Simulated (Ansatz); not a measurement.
H3NOSn, SMILES [NH2][Sn][OH], a ladder of basis sets

Computed with the Ansatz DFT code, driven from Python.

Run as a notebook:

**Cell 1**
```python
import ansatz as az
from ase import Atoms

atoms = Atoms(["N", "Sn", "O", "H", "H", "H"], positions=[
    (-0.9875, -0.2306, -0.9053),
    (0.2815, -1.289, 0.2173),
    (1.5647, -0.0659, 1.051),
    (-0.3891, 0.3661, -1.6063),
    (-1.4715, 0.5049, -0.2925),
    (1.044, 0.6504, 1.4897),
])
system = az.Crystal.molecule_from_ase(atoms)
```

**Cell 2**
```python
calc = system.calculation().functional("b3lyp")

energies = {}
for basis in ["def2-SVP", "def2-SVPD", "def2-TZVP", "def2-TZVPP"]:
    r = calc.basis(gaussian=basis).run(threads=1).report
    size = r["n_frozen"] + r["n_occupied"][0] + r["n_virtual"][0]
    energies[basis] = (r["reference_energy_ev"] / 27.211386246, r["free_energy_ev"] / 27.211386246)
    print(f"{basis:14s} {size:4d} orbitals  reference {energies[basis][0]:14.6f} Ha  total {energies[basis][1]:14.6f} Ha")

last = energies["def2-TZVPP"][1]
for basis, (_, total) in energies.items():
    print(f"{basis:14s} lies {27.211386 * (total - last):9.4f} eV above def2-TZVPP")
```
Output:
```text
def2-SVP         69 orbitals  reference    -346.043165 Ha  total    -346.043165 Ha
def2-SVPD        99 orbitals  reference    -346.069767 Ha  total    -346.069767 Ha
def2-TZVP       130 orbitals  reference    -346.229268 Ha  total    -346.229268 Ha
def2-TZVPP      154 orbitals  reference    -346.232949 Ha  total    -346.232949 Ha
def2-SVP       lies    5.1643 eV above def2-TZVPP
def2-SVPD      lies    4.4404 eV above def2-TZVPP
def2-TZVP      lies    0.1002 eV above def2-TZVPP
def2-TZVPP     lies    0.0000 eV above def2-TZVPP
```

Against def2-SVP: def2-SVPD -26.6 mHa, def2-TZVP -186.1 mHa and def2-TZVPP -189.8 mHa. The last step alone is -3.68 mHa (these two sets differ little on atoms other than hydrogen). From the first set to the last the time grows from 1.5 to 3.0 s.

Notes:
- The drop along the ladder measures the basis error, and is no property of the molecule.
- The geometry is a force-field or estimated start, not a minimum of this method, and the last set is no limit. Much of the fall in a total is atomic energy, which cancels in bond and reaction energies.
- def2 sets replace the cores of elements past krypton by effective core potentials.
- b3lyp holds the VWN-RPA fit, as in Gaussian; the form of ORCA and Turbomole is b3lyp5.
- Finished in 9.6 s on 1 thread of Arm Neoverse V2, on a shared host, peak memory 0.33 GiB.
